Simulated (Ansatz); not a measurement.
# Nb4GaSe8: the cost of one run

Computed with Ansatz 0.2.0 through its Python package. Level of theory: DFT PBEsol, plane waves, PAW.

### Step 1. Starting point

The structure is cubic, space group F-43m (No. 216). The conventional cell has a = 10.420 Å, b = 10.420 Å, c = 10.420 Å, α = 90.00°, β = 90.00°, γ = 90.00°. Nb (site symmetry 3m) has 6 Se at 2.53 to 2.77 Å in its first shell of neighbours. Ga (site symmetry -43m) has 4 Se at 2.43 Å in its first shell of neighbours. Se (site symmetry 3m) is surrounded by 3 Nb at 2.53 Å. Se (site symmetry 3m) is surrounded by 1 Ga at 2.43 Å and 3 Nb at 2.77 Å.

No structure file is read: the coordinates are typed or built in the script.

### Step 2. The script

Contents of relax_nb4gase8.py:

```python
"""Ionic relaxation of Nb4GaSe8."""

from dataclasses import dataclass
from pathlib import Path

import ansatz
from ase import Atoms
from ase.io.cube import read_cube_data
from ase.neighborlist import neighbor_list
from ase.units import Bohr
import matplotlib.pyplot as plt
import numpy as np


@dataclass(frozen=True)
class Options:
    kgrid: tuple[int, ...] = (3, 3, 3)
    xc: str = "pbesol"
    occupations: str = "fermi_dirac"
    width_ev: float = 0.05
    force_tol: float = 0.02


opts = Options()


def main() -> None:
    atoms = Atoms(
        ["Nb", "Nb", "Nb", "Nb", "Ga", "Se", "Se", "Se", "Se", "Se", "Se", "Se", "Se"],
        scaled_positions=[
            (0.3969, 0.3969, 0.3969),
            (0.8093, 0.3969, 0.3969),
            (0.3969, 0.3969, 0.8093),
            (0.3969, 0.8093, 0.3969),
            (0.0, 0.0, 0.0),
            (0.6357, 0.6357, 0.6357),
            (0.0929, 0.6357, 0.6357),
            (0.6357, 0.6357, 0.0929),
            (0.6357, 0.0929, 0.6357),
            (0.1344, 0.1344, 0.1344),
            (0.5968, 0.1344, 0.1344),
            (0.1344, 0.1344, 0.5968),
            (0.1344, 0.5968, 0.1344),
        ],
        cell=[
            (0.0, 5.21, 5.21),
            (5.21, 0.0, 5.21),
            (5.21, 5.21, 0.0),
        ],
        pbc=True,
    )
    # break the symmetry with a seeded rattle
    atoms.rattle(stdev=0.025, seed=37)
    cell = ansatz.Crystal.from_ase(atoms)

    calc = (
        cell.calculation()
        .basis(17 * ansatz.Ha)
        .kpoints(*opts.kgrid)
        .functional(opts.xc)
        .occupations(opts.occupations, width=opts.width_ev)
        .relax(force_tolerance=opts.force_tol)  # relax until the tolerances are met
        .density()  # keep the density on its grid
        .output_files(volumetric_format="cube")
    )
    steps = []


    def collect(event):
        if event["event"] == "relax_step":
            steps.append(event["data"])


    result = calc.session().plan().execute(on_event=collect)
    rep = result.report
    print("step   energy (eV)     max comp. (eV/A)  SCF")
    for s in steps:
        print(f"{s['step']:4d} {s['lagrangian_ev']:15.5f} {s['allowed_force_max_ev_ang']:12.4f} {s['n_scf']:5d}")

    first, last = steps[0], steps[-1]
    symbols = [site.symbol for site in result.lattice.sites]
    print(f"energy gained {first['lagrangian_ev'] - last['lagrangian_ev']:.4f} eV in {len(steps) - 1} steps")

    final = Atoms(symbols, positions=last["positions_ang"], cell=result.lattice.cell_ang, pbc=True)
    i, j, d = neighbor_list("ijd", final, 4.5)
    print("neighbours within 1.15 times the shortest distance of each atom (A)")
    for atom in range(len(final)):
        near = [m for m in np.argsort(d) if i[m] == atom]
        shell = [m for m in near if d[m] < 1.15 * d[near[0]]]
        print(f"{symbols[atom]}{atom} ({len(shell)}):", ", ".join(f"{symbols[j[m]]} {d[m]:.3f}" for m in shell))

    fig, (top, bottom) = plt.subplots(2, 1, sharex=True, figsize=(4.5, 4))
    top.plot([s["lagrangian_ev"] - last["lagrangian_ev"] for s in steps], "o-")
    top.set_ylabel("E - E(final) (eV)")
    bottom.semilogy([max(s["allowed_force_max_ev_ang"], 1e-6) for s in steps], "s-")
    bottom.set(xlabel="step", ylabel="largest force (eV/A)")
    fig.tight_layout()
    fig.savefig("relax.png", dpi=100)

    print("%-22s %14.5f eV" % ("F = E - TS", rep["free_energy_ev"]))
    print("%-22s %14.5f eV" % ("E", rep["internal_energy_ev"]))
    print("%-22s %14.5f eV" % ("Harris-Foulkes", rep["harris_foulkes_ev"]))
    print("%-22s %14.5f eV" % ("Fermi level", rep["fermi_energy_ev"]))

    # cube files hold the density in electrons per cubic bohr
    folder = Path(result.write_results("cubes"))
    print("\n".join((folder / "rho.cube").read_text().splitlines()[: 6 + 6]))
    values, cube_atoms = read_cube_data(str(folder / "rho.cube"))
    print("electrons from the file:", round(values.mean() * cube_atoms.get_volume() / Bohr ** 3, 3))

    print(len(rep["kpoints_frac"]), "irreducible k-points (fractions, weight)")
    for k, weight in list(zip(rep["kpoints_frac"], rep["kweights"]))[:8]:
        print("  {:8.4f} {:8.4f} {:8.4f}".format(*k), f"{weight:10.6f}")


if __name__ == "__main__":
    main()
```

### Step 3. The calls as engine input

The engine receives this input:

```yaml
crystal:
  lattice:
    - [0.0, 5.21, 5.21]
    - [5.21, 0.0, 5.21]
    - [5.21, 5.21, 0.0]
  atoms:
    - { symbol: Nb, position: [0.39948017923380386, 0.3959831942112942, 0.39755546407883285] }
    - { symbol: Nb, position: [0.8184379120810072, 0.39251172182271166, 0.395048613249486] }
    - { symbol: Nb, position: [0.3974654894244064, 0.400950471437033, 0.8065819704878054] }
    - { symbol: Nb, position: [0.4031155035828437, 0.8089788639257403, 0.3932500293602179] }
    - { symbol: Ga, position: [-0.0014821029505413471, 0.0013151482608150555, 0.0011780971010986678] }
    - { symbol: Se, position: [0.6436077857908982, 0.6368781332737375, 0.634740511386033] }
    - { symbol: Se, position: [0.09166607661365014, 0.6354766630707726, 0.6378572731332154] }
    - { symbol: Se, position: [0.6321569975827851, 0.6293142695541454, 0.09516014794513829] }
    - { symbol: Se, position: [0.6418256424962325, 0.09263561594179237, 0.632556844537842] }
    - { symbol: Se, position: [0.14062451664263437, 0.13428765118080185, 0.1262760088924675] }
    - { symbol: Se, position: [0.5975576564782905, 0.13577364978490608, 0.13297995807207688] }
    - { symbol: Se, position: [0.14267485209544506, 0.13393682524649322, 0.5874403943344194] }
    - { symbol: Se, position: [0.14066819083124424, 0.5908219996172636, 0.1365724435839451] }
basis:
  ecutwfc: 462.593566181796
kpoints:
  mp_grid:
    grid: [3, 3, 3]
hamiltonian:
  xc: pbesol
scf:
  occupations:
    method: fermi_dirac
    width: 0.05
relax:
  f_tol: 0.02
output:
  write_density: true
  volumetric_format: cube
```

### Step 4. The run

On the command line:

```sh
> python relax_nb4gase8.py
```

What time and memory should one allow on 1 thread of Arm Neoverse V2, shared host?

About 5.9 min, with a peak of 0.97 GiB.
